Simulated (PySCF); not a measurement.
# [Re(OH)6]+: other functionals and bases at one geometry

An exercise on one series of results from a longer session: the logs are not shown, and one member is left open.

Program: PySCF 2.14.0. Level of theory: several levels, as the steps say, no spin–orbit coupling. These are calculated values, not measurements.

4 further runs of the same task are left out: 2 for a known fault of the program, 1 that didn't finish, 1 set aside as unsound or not needed. Runs told in other sessions of the task aren't counted.

### Starting geometry

13 atoms, charge 1, spin multiplicity 1.

Bond lengths: Re1–O2 1.914 Å, Re1–O4 1.858 Å, Re1–O6 1.914 Å, Re1–O8 1.913 Å, Re1–O10 1.858 Å, Re1–O12 1.857 Å, O2–H3 0.981 Å, O4–H5 0.982 Å, O6–H7 0.981 Å, O8–H9 0.981 Å, O10–H11 0.983 Å, O12–H13 0.982 Å. Angles: O2–Re1–O4 164.0°, O2–Re1–O6 86.5°, O2–Re1–O8 86.5°, O2–Re1–O10 101.7°, O2–Re1–O12 80.3°, O4–Re1–O6 80.2°, O4–Re1–O8 101.4°, O4–Re1–O10 93.4°, O4–Re1–O12 93.6°, O6–Re1–O8 86.6°, O6–Re1–O10 164.1°, O6–Re1–O12 101.3°, O8–Re1–O10 80.4°, O8–Re1–O12 164.1°, O10–Re1–O12 93.6°, Re1–O2–H3 118.6°, Re1–O4–H5 131.3°, Re1–O6–H7 118.5° and more.

Coordinates:

```xyz
13

Re   -0.1398   -0.1227   -0.1210
O     0.3131   -0.3770    1.7207
H     0.3843    0.4120    2.2995
O    -0.1153   -0.0901   -1.9782
H     0.6304   -0.1083   -2.6174
O     1.7263    0.1833   -0.4175
H     2.3329    0.1547    0.3531
O    -0.2640    1.7417    0.2886
H     0.5555    2.2809    0.2700
O    -1.9870    0.0538   -0.0328
H    -2.5677    0.8461   -0.0101
O    -0.1967   -1.9772   -0.0385
H    -0.1913   -2.5987    0.7223
```

Formal oxidation states: Re +7. An earlier session relaxed this geometry at TPSS, Re def2-SVP with ECP60, O def2-SVP, H def2-SVP (singlet, point group C1).

At TPSS on the finer grid: E = -532.800552 Eh, HOMO -12.76 eV, LUMO -9.77 eV, Mulliken charge on Re1 +1.32 e, largest force component 0.013 eV/Å. 

Levels to run: B3LYP; PBE0; BP86; BLYP; TPSS, TZVP; TPSS, x2c-SVP. Hardware: 4 threads of Arm Neoverse V1, shared host.

The first run:

Contents of run.py (the lines that set the calculation):

```python
mol = gto.M(atom='''
Re    -0.13981    -0.12274    -0.12103
O      0.31309    -0.37699     1.72074
H      0.38429     0.41199     2.29951
O     -0.11527    -0.09007    -1.97816
H      0.63043    -0.10827    -2.61739
O      1.72630     0.18333    -0.41749
H      2.33287     0.15471     0.35306
O     -0.26401     1.74175     0.28860
H      0.55548     2.28095     0.26995
O     -1.98702     0.05379    -0.03279
H     -2.56772     0.84611    -0.01013
O     -0.19667    -1.97716    -0.03852
H     -0.19135    -2.59871     0.72232''',
    basis={'Re': 'def2-SVP', 'O': 'def2-SVP', 'H': 'def2-SVP'},
    ecp={'Re': 'def2-SVP'},
    charge=1, spin=0)
mf = dft.RKS(mol, xc='B3LYP')
mf.grids.atom_grid = (75, 302)
mf = mf.density_fit()  # fitting sets: Re def2-universal-JKFIT, O def2-universal-JKFIT, H def2-universal-JKFIT
mf.conv_tol = 1e-08; mf.max_cycle = 55
mf.kernel(dm0)  # dm0: the density of the relaxed state
```

Run with:

```bash
$ OMP_NUM_THREADS=4 python run.py
```

Steps of the session up to this table: B3LYP; PBE0; BP86; BLYP; TPSS, TZVP; TPSS, x2c-SVP.

One of the session's tables, all rows but one given; the rest of the session is left out.

| level | HOMO (eV) | gap (eV) | charge on Re1 (e) | dipole (D) | largest force component (eV/Å) |
| --- | --- | --- | --- | --- | --- |
| TPSS (relaxed here) | -12.76 | 2.99 | 1.32 | 2.74 | 0.01 |
| B3LYP | ? | ? | ? | ? | ? |
| PBE0 | -14.35 | 4.96 | 1.48 | 2.86 | 0.72 |
| BP86 | -12.76 | 2.90 | 1.21 | 2.75 | 0.11 |
| BLYP | -12.50 | 2.87 | 1.19 | 2.72 | 0.46 |
| TPSS, TZVP | -12.80 | 3.04 | 1.43 | 2.50 | 0.24 |
| TPSS, x2c-SVP | -12.83 | 2.82 | 0.71 | 2.73 | 0.65 |

Estimate the missing values for B3LYP.

The run gave: HOMO (eV): -14.03; gap (eV): 4.51; charge on Re1 (e): 1.42; dipole (D): 2.83; largest force component (eV/Å): 0.35. In the column «HOMO (eV)» it lies between PBE0 (-14.35) and TPSS, x2c-SVP (-12.83).

The dipole of a charged species depends on the origin, so these sizes hold for this origin alone.

In one basis the HOMO–LUMO gap runs from 2.87 eV (BLYP) to 4.96 eV (PBE0). The largest leftover force, 0.72 eV/Å with PBE0, stands at a geometry relaxed at another level. Total energies of different levels can't be compared.
